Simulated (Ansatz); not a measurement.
# CaGe2Au2: the cost of one run

Method: DFT r2SCAN, scalar-relativistic, plane waves, PAW, in Ansatz 0.2.0.

## 1. The system as given

It takes space group I4/mmm (No. 139, tetragonal). The conventional cell has a = 4.430 Å, b = 4.430 Å, c = 10.230 Å, α = 90.00°, β = 90.00°, γ = 90.00°. Ca (site symmetry 4/mmm) is surrounded by 8 Ge at 3.37 Å and 8 Au at 3.38 Å. Ge (site symmetry 4mm) is surrounded by 1 Ge at 2.48 Å and 4 Au at 2.58 Å. Au (site symmetry -4m2) is surrounded by 4 Ge at 2.58 Å.

Coordinates:

```xyz
5
Lattice="-2.2150 2.2150 5.1150 2.2150 -2.2150 5.1150 2.2150 2.2150 -5.1150" Properties=species:S:1:pos:R:3 pbc="T T T"
Ca    0.0000    0.0000    0.0000
Ge    0.0000    0.0000    3.8772
Ge    0.0000    0.0000    6.3528
Au    0.0000    2.2150    2.5575
Au    2.2150    0.0000    2.5575
```

Source of the structure: the Crystallography Open Database.

(A quick probe on a coarse mesh, which set the mesh and smearing, is not shown.)

## 3. Rough relaxation on the coarse mesh

File input.yaml:

```yaml
crystal:
  lattice:
    - [-2.215, 2.215, 5.115]
    - [2.215, -2.215, 5.115]
    - [2.215, 2.215, -5.115]
  atoms:
    - { symbol: Ca, position: [0.0, 0.0, 0.0] }
    - { symbol: Ge, position: [0.379, 0.379, 0.0] }
    - { symbol: Ge, position: [0.621, 0.621, 0.0] }
    - { symbol: Au, position: [0.75, 0.25, 0.5] }
    - { symbol: Au, position: [0.25, 0.75, 0.5] }
basis:
  ecutwfc: 500
kpoints:
  mp_grid: { grid: [6, 6, 6] }
hamiltonian:
  xc: r2scan
scf:
  occupations: { method: gaussian, width: 0.1 }
output:
  forces: true
  stress: true
  eigenvalues: true
relax:
  adjacent_minimum: "off"
  f_tol: 0.05
  max_steps: 80
  cell: { stress_tol: 0.5 }
```

The run is started by

```console
$ ansatz run input.yaml --threads 1 --pin off --max-ram 2560MiB --backend cpu --events-out ev --progress --plain --runs-dir out
```

**Question.** How long does this run take on 1 thread of Arm Neoverse V1, shared host, and how much memory does it need?

About 87 s, with a peak of 0.87 GiB.
